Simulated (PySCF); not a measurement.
**GeH2 at other levels of theory**

Aim: see what other levels and later steps give for GeH2.

Method: method and basis as typed in the scripts; program: PySCF 2.14.0.

1 further run of the same task is left out (it didn't finish).

### 1 Starting geometry

GeH2: 3 atoms, charge 0, spin multiplicity 1.

Bond lengths: Ge1–H2 1.594 Å, Ge1–H3 1.594 Å. Angles: H2–Ge1–H3 90.7°.

### 2 The run that the others are compared with

input.py

```python
from pyscf import gto, dft

mol = gto.M(
    atom='Ge 0 0 -0.0297; H 1.1343 0 1.0909; H -1.1343 0 1.0909',
    basis='def2-svp',
    charge=0,
    spin=0,
    verbose=4,
)
mf = dft.RKS(mol, xc='b3lyp5')
mf.kernel()
mf.stability(internal=True, external=True)
mf.dip_moment()
print('orbital energies (hartree):', mf.mo_energy[..., max(0, mol.nelec[1]-3):mol.nelec[0]+3].round(4))
```

Started as:

```bash
OMP_NUM_THREADS=1 python input.py
```

What it wrote (excerpt; [...] marks lines left out):

```text
[lines on the frontier levels of each cycle are left out]
PySCF version 2.14.0

[INPUT] verbose = 4
[INPUT] num. atoms = 3
[INPUT] num. electrons = 34
[INPUT] charge = 0
[INPUT] spin (= nelec alpha-beta = 2S) = 0
[INPUT] symmetry False subgroup None
[INPUT] Mole.unit = angstrom
[INPUT] Symbol           X                Y                Z      unit          X                Y                Z       unit  Magmom
[INPUT]  1 Ge     0.000000000000   0.000000000000  -0.029700000000 AA    0.000000000000   0.000000000000  -0.056124865900 Bohr   0.0
[INPUT]  2 H      1.134300000000   0.000000000000   1.090900000000 AA    2.143516343094   0.000000000000   2.061502229288 Bohr   0.0
[INPUT]  3 H     -1.134300000000   0.000000000000   1.090900000000 AA   -2.143516343094   0.000000000000   2.061502229288 Bohr   0.0

nuclear repulsion = 21.4735692138084
number of shells = 18
number of NR pGTOs = 88
number of NR cGTOs = 42
basis = def2-svp
ecp = {}

******** <class 'pyscf.dft.rks.RKS'> ********
method = RKS
initial guess = minao
damping factor = 0
level_shift factor = 0
DIIS = <class 'pyscf.scf.diis.CDIIS'>
diis_start_cycle = 1
diis_space = 8
diis_damp = 0
SCF conv_tol = 1e-09
SCF conv_tol_grad = None
SCF max_cycles = 50
direct_scf = True
direct_scf_tol = 1e-13
XC library pyscf.dft.libxc version 7.0.0
    S. Lehtola, C. Steigemann, M. J.T. Oliveira, and M. A.L. Marques.,  SoftwareX 7, 1–5 (2018)
XC functionals = b3lyp5
    P. A. M. Dirac.,  Math. Proc. Cambridge Philos. Soc. 26, 376 (1930)
    F. Bloch.,  Z. Phys. 57, 545 (1929)
    A. D. Becke.,  Phys. Rev. A 38, 3098 (1988)
    C. Lee, W. Yang, and R. G. Parr.,  Phys. Rev. B 37, 785 (1988)
    B. Miehlich, A. Savin, H. Stoll, and H. Preuss.,  Chem. Phys. Lett. 157, 200 (1989)
    S. H. Vosko, L. Wilk, and M. Nusair.,  Can. J. Phys. 58, 1200 (1980)
radial grids:
    Treutler-Ahlrichs [JCP 102, 346 (1995); DOI:10.1063/1.469408] (M4) radial grids

becke partition: Becke, JCP 88, 2547 (1988); DOI:10.1063/1.454033
pruning grids: <function nwchem_prune>
grids dens level: 3
symmetrized grids: False
atomic radii adjust function: <function treutler_atomic_radii_adjust>
small_rho_cutoff = 0
Set gradient conv threshold to 3.16228e-05
Initial guess from minao.
tot grids = 40256
init E= -2077.01508162359
cycle= 1 E= -2077.78360837136  delta_E= -0.769  |g|= 0.341  |ddm|= 1.47
cycle= 2 E= -2077.78368216558  delta_E= -7.38e-05  |g|= 0.366  |ddm|= 0.494
cycle= 3 E= -2077.79818229565  delta_E= -0.0145  |g|= 0.00903  |ddm|= 0.258
cycle= 4 E= -2077.79820311159  delta_E= -2.08e-05  |g|= 0.00271  |ddm|= 0.0149
cycle= 5 E= -2077.7982067912  delta_E= -3.68e-06  |g|= 0.000327  |ddm|= 0.00684
cycle= 6 E= -2077.79820684612  delta_E= -5.49e-08  |g|= 2.82e-05  |ddm|= 0.00071
cycle= 7 E= -2077.79820684638  delta_E= -2.62e-10  |g|= 5.56e-06  |ddm|= 7.93e-05
Extra cycle  E= -2077.79820684639  delta_E= -7.73e-12  |g|= 5.94e-06  |ddm|= 1.65e-05
converged SCF energy = -2077.79820684639
rhf_internal: lowest eigs of H = [0.44420962 0.62728333 1.15675756]
<class 'pyscf.dft.rks.RKS'> wavefunction is stable in the internal stability analysis
rhf_real2complex: lowest eigs of H = [0.06969391 0.13832578 0.23263865]
<class 'pyscf.dft.rks.RKS'> wavefunction is stable in the real -> complex stability analysis
rhf_external: lowest eigs of H = [0.0272848  0.11624846 0.16760863]
<class 'pyscf.dft.rks.RKS'> wavefunction is stable in the RHF/RKS -> UHF/UKS stability analysis
Dipole moment(X, Y, Z, Debye):  0.00000,  0.00000, -0.09427
orbital energies (hartree): [-0.5154 -0.3111 -0.2426 -0.1169  0.0384  0.0755]
```

It took 12 s on 1 thread of Arm Neoverse N1, shared host; peak memory 0.24 GiB.

In short: E(SCF) = -2077.798207 Eh, 7 cycles, μ = 0.09 D, internal stable; real -> complex stable; RHF/RKS -> UHF/UKS stable.

### 3 M06

Run 1 changes functional: b3lyp5 → m06.

Edit input.py of step 2 so:

```diff
@@ -9,3 +9,3 @@
 )
-mf = dft.RKS(mol, xc='b3lyp5')
+mf = dft.RKS(mol, xc='m06')
 mf.kernel()
```

Started as:

```bash
OMP_NUM_THREADS=1 python input.py
```

What it wrote (excerpt; [...] marks lines left out):

```text
[lines on the frontier levels of each cycle are left out]
[... 37 set-up lines left out, the same as in an earlier log ...]
XC functionals = m06
    Y. Zhao and D. G. Truhlar.,  Theor. Chem. Acc. 120, 215 (2008)
    Y. Zhao and D. G. Truhlar.,  Theor. Chem. Acc. 120, 215 (2008)
[... 12 set-up lines left out, the same as in an earlier log ...]
init E= -2077.03614747371
cycle= 1 E= -2077.8074073536  delta_E= -0.771  |g|= 0.353  |ddm|= 1.44
cycle= 2 E= -2077.81117293002  delta_E= -0.00377  |g|= 0.355  |ddm|= 0.541
cycle= 3 E= -2077.82480579975  delta_E= -0.0136  |g|= 0.0136  |ddm|= 0.261
cycle= 4 E= -2077.82484304249  delta_E= -3.72e-05  |g|= 0.00395  |ddm|= 0.0278
cycle= 5 E= -2077.8248499521  delta_E= -6.91e-06  |g|= 0.000534  |ddm|= 0.00887
cycle= 6 E= -2077.8248500942  delta_E= -1.42e-07  |g|= 6.89e-05  |ddm|= 0.00153
cycle= 7 E= -2077.82485009592  delta_E= -1.71e-09  |g|= 1.2e-05  |ddm|= 0.000146
cycle= 8 E= -2077.82485009597  delta_E= -5.18e-11  |g|= 9.1e-07  |ddm|= 2.46e-05
Extra cycle  E= -2077.82485009598  delta_E= -9.55e-12  |g|= 7.23e-07  |ddm|= 4.45e-06
converged SCF energy = -2077.82485009598
rhf_internal: lowest eigs of H = [0.44264919 0.63202266 1.11395976]
<class 'pyscf.dft.rks.RKS'> wavefunction is stable in the internal stability analysis
rhf_real2complex: lowest eigs of H = [0.05901372 0.13016773 0.22832196]
<class 'pyscf.dft.rks.RKS'> wavefunction is stable in the real -> complex stability analysis
rhf_external: lowest eigs of H = [0.04452347 0.12917425 0.18711131]
<class 'pyscf.dft.rks.RKS'> wavefunction is stable in the RHF/RKS -> UHF/UKS stability analysis
Dipole moment(X, Y, Z, Debye): -0.00000,  0.00000, -0.15473
orbital energies (hartree): [-0.5281 -0.3181 -0.2468 -0.112   0.0463  0.0786]
```

It took 22 s on 1 thread of Arm Neoverse N1, shared host; peak memory 0.27 GiB.

This run: E(SCF) = -2077.824850 Eh, 8 cycles, μ = 0.15 D, internal stable; real -> complex stable; RHF/RKS -> UHF/UKS stable.

### 4 Tpssh

Run 2 changes functional: b3lyp5 → tpssh.

Edit input.py of step 2 so:

```diff
@@ -9,3 +9,3 @@
 )
-mf = dft.RKS(mol, xc='b3lyp5')
+mf = dft.RKS(mol, xc='tpssh')
 mf.kernel()
```

Started as:

```bash
OMP_NUM_THREADS=1 python input.py
```

What it wrote (excerpt; [...] marks lines left out):

```text
[lines on the frontier levels of each cycle are left out]
[... 37 set-up lines left out, the same as in an earlier log ...]
XC functionals = tpssh
    V. N. Staroverov, G. E. Scuseria, J. Tao, and J. P. Perdew.,  J. Chem. Phys. 119, 12129 (2003)
[... 12 set-up lines left out, the same as in an earlier log ...]
init E= -2077.07358913837
cycle= 1 E= -2077.83406392939  delta_E= -0.76  |g|= 0.384  |ddm|= 1.48
cycle= 2 E= -2077.83129907642  delta_E= 0.00276  |g|= 0.433  |ddm|= 0.558
cycle= 3 E= -2077.85177731272  delta_E= -0.0205  |g|= 0.00932  |ddm|= 0.306
cycle= 4 E= -2077.85179592267  delta_E= -1.86e-05  |g|= 0.00304  |ddm|= 0.0154
cycle= 5 E= -2077.85180064597  delta_E= -4.72e-06  |g|= 0.000422  |ddm|= 0.00788
cycle= 6 E= -2077.85180073668  delta_E= -9.07e-08  |g|= 4.32e-05  |ddm|= 0.000957
cycle= 7 E= -2077.85180073726  delta_E= -5.85e-10  |g|= 6.95e-06  |ddm|= 8.98e-05
Extra cycle  E= -2077.85180073727  delta_E= -5.46e-12  |g|= 7.94e-06  |ddm|= 2.21e-05
converged SCF energy = -2077.85180073727
rhf_internal: lowest eigs of H = [0.44633904 0.63661598 1.16090712]
<class 'pyscf.dft.rks.RKS'> wavefunction is stable in the internal stability analysis
rhf_real2complex: lowest eigs of H = [0.0792864  0.14850403 0.23912623]
<class 'pyscf.dft.rks.RKS'> wavefunction is stable in the real -> complex stability analysis
rhf_external: lowest eigs of H = [0.02140485 0.11732122 0.16063145]
<class 'pyscf.dft.rks.RKS'> wavefunction is stable in the RHF/RKS -> UHF/UKS stability analysis
Dipole moment(X, Y, Z, Debye):  0.00000,  0.00000, -0.05782
orbital energies (hartree): [-0.5007 -0.3034 -0.2343 -0.1269  0.0291  0.0701]
```

It took 26 s on 1 thread of Arm Neoverse N1, shared host; peak memory 0.27 GiB.

Result: E(SCF) = -2077.851801 Eh, 7 cycles, μ = 0.06 D, internal stable; real -> complex stable; RHF/RKS -> UHF/UKS stable.

### 5 Blyp

Run 3 changes functional: b3lyp5 → blyp.

Edit input.py of step 2 so:

```diff
@@ -9,3 +9,3 @@
 )
-mf = dft.RKS(mol, xc='b3lyp5')
+mf = dft.RKS(mol, xc='blyp')
 mf.kernel()
```

Started as:

```bash
OMP_NUM_THREADS=1 python input.py
```

What it wrote (excerpt; [...] marks lines left out):

```text
[lines on the frontier levels of each cycle are left out]
[... 37 set-up lines left out, the same as in an earlier log ...]
XC functionals = blyp
[... 15 set-up lines left out, the same as in an earlier log ...]
init E= -2077.19284517
cycle= 1 E= -2077.91141508657  delta_E= -0.719  |g|= 0.466  |ddm|= 1.48
cycle= 2 E= -2077.8990135151  delta_E= 0.0124  |g|= 0.576  |ddm|= 0.657
cycle= 3 E= -2077.93657087841  delta_E= -0.0376  |g|= 0.0178  |ddm|= 0.44
cycle= 4 E= -2077.93667695  delta_E= -0.000106  |g|= 0.00219  |ddm|= 0.0511
cycle= 5 E= -2077.93667885804  delta_E= -1.91e-06  |g|= 0.000974  |ddm|= 0.00815
cycle= 6 E= -2077.93667936556  delta_E= -5.08e-07  |g|= 0.000114  |ddm|= 0.0023
cycle= 7 E= -2077.93667937059  delta_E= -5.03e-09  |g|= 8.61e-06  |ddm|= 0.000239
cycle= 8 E= -2077.93667937063  delta_E= -4.05e-11  |g|= 3.91e-07  |ddm|= 1.9e-05
Extra cycle  E= -2077.93667937063  delta_E= 3.18e-12  |g|= 2.86e-07  |ddm|= 1.57e-06
converged SCF energy = -2077.93667937063
rhf_internal: lowest eigs of H = [0.43421902 0.58961301 1.13223597]
<class 'pyscf.dft.rks.RKS'> wavefunction is stable in the internal stability analysis
rhf_real2complex: lowest eigs of H = [0.06938396 0.13054062 0.23022218]
<class 'pyscf.dft.rks.RKS'> wavefunction is stable in the real -> complex stability analysis
rhf_external: lowest eigs of H = [0.03109129 0.10837744 0.17348596]
<class 'pyscf.dft.rks.RKS'> wavefunction is stable in the RHF/RKS -> UHF/UKS stability analysis
Dipole moment(X, Y, Z, Debye): -0.00000,  0.00000, -0.12845
orbital energies (hartree): [-0.4647 -0.2706 -0.2095 -0.1401  0.0179  0.0513]
```

Wall time 11 s (1 thread of Arm Neoverse N1, shared host).

This run: E(SCF) = -2077.936679 Eh, 8 cycles, μ = 0.13 D, internal stable; real -> complex stable; RHF/RKS -> UHF/UKS stable.

### 6 Bhandhlyp

Run 4 changes functional: b3lyp5 → bhandhlyp.

Edit input.py of step 2 so:

```diff
@@ -9,3 +9,3 @@
 )
-mf = dft.RKS(mol, xc='b3lyp5')
+mf = dft.RKS(mol, xc='bhandhlyp')
 mf.kernel()
```

Started as:

```bash
OMP_NUM_THREADS=1 python input.py
```

What it wrote (excerpt; [...] marks lines left out):

```text
[lines on the frontier levels of each cycle are left out]
[... 37 set-up lines left out, the same as in an earlier log ...]
XC functionals = bhandhlyp
    A. D. Becke.,  J. Chem. Phys. 98, 1372 (1993)
    Defined through Gaussian implementation.
[... 12 set-up lines left out, the same as in an earlier log ...]
init E= -2077.0145662699
cycle= 1 E= -2077.85126674287  delta_E= -0.837  |g|= 0.226  |ddm|= 1.46
cycle= 2 E= -2077.85620840817  delta_E= -0.00494  |g|= 0.193  |ddm|= 0.38
cycle= 3 E= -2077.86004842062  delta_E= -0.00384  |g|= 0.00861  |ddm|= 0.132
cycle= 4 E= -2077.8600760648  delta_E= -2.76e-05  |g|= 0.00253  |ddm|= 0.0232
cycle= 5 E= -2077.86007870379  delta_E= -2.64e-06  |g|= 0.000236  |ddm|= 0.00622
cycle= 6 E= -2077.86007874607  delta_E= -4.23e-08  |g|= 4.43e-05  |ddm|= 0.00081
cycle= 7 E= -2077.86007874756  delta_E= -1.48e-09  |g|= 6.76e-06  |ddm|= 0.000215
cycle= 8 E= -2077.86007874759  delta_E= -3.05e-11  |g|= 4.93e-07  |ddm|= 2.41e-05
Extra cycle  E= -2077.86007874759  delta_E= 9.09e-13  |g|= 2.53e-07  |ddm|= 1.25e-06
converged SCF energy = -2077.86007874759
rhf_internal: lowest eigs of H = [0.45794684 0.68473334 1.18350727]
<class 'pyscf.dft.rks.RKS'> wavefunction is stable in the internal stability analysis
rhf_real2complex: lowest eigs of H = [0.07014663 0.14996498 0.23954986]
<class 'pyscf.dft.rks.RKS'> wavefunction is stable in the real -> complex stability analysis
rhf_external: lowest eigs of H = [0.01956134 0.12733706 0.15515265]
<class 'pyscf.dft.rks.RKS'> wavefunction is stable in the RHF/RKS -> UHF/UKS stability analysis
Dipole moment(X, Y, Z, Debye):  0.00000,  0.00000, -0.05716
orbital energies (hartree): [-0.5843 -0.3662 -0.2863 -0.0774  0.0739  0.1172]
```

Wall time 11 s (1 thread of Arm Neoverse N1, shared host).

Result: E(SCF) = -2077.860079 Eh, 8 cycles, μ = 0.06 D, internal stable; real -> complex stable; RHF/RKS -> UHF/UKS stable.

### 7 Comparison

| run | E(SCF) (hartree) | from base (eV) | cycles | gap (eV) | SCF dipole (D) | after the SCF |
| --- | --- | --- | --- | --- | --- | --- |
| base | -2077.798207 | 0 | 7 | 3.42 | 0.09 | stable |
| m06 | -2077.824850 | not comparable | 8 | 3.67 | 0.15 | stable |
| tpssh | -2077.851801 | not comparable | 7 | 2.92 | 0.06 | stable |
| blyp | -2077.936679 | not comparable | 8 | 1.89 | 0.13 | stable |
| bhandhlyp | -2077.860079 | not comparable | 8 | 5.68 | 0.06 | stable |

Wall time on 1 thread of Arm Neoverse N1, shared host, start-up included: base 12 s; m06 22 s; tpssh 26 s; blyp 11 s; bhandhlyp 11 s.

In words: The gap between the frontier levels is 1.9 eV with blyp (0 % exact exchange) and 5.7 eV with bhandhlyp (50 %): exact exchange opens it. A lower total energy from another functional means nothing by itself.
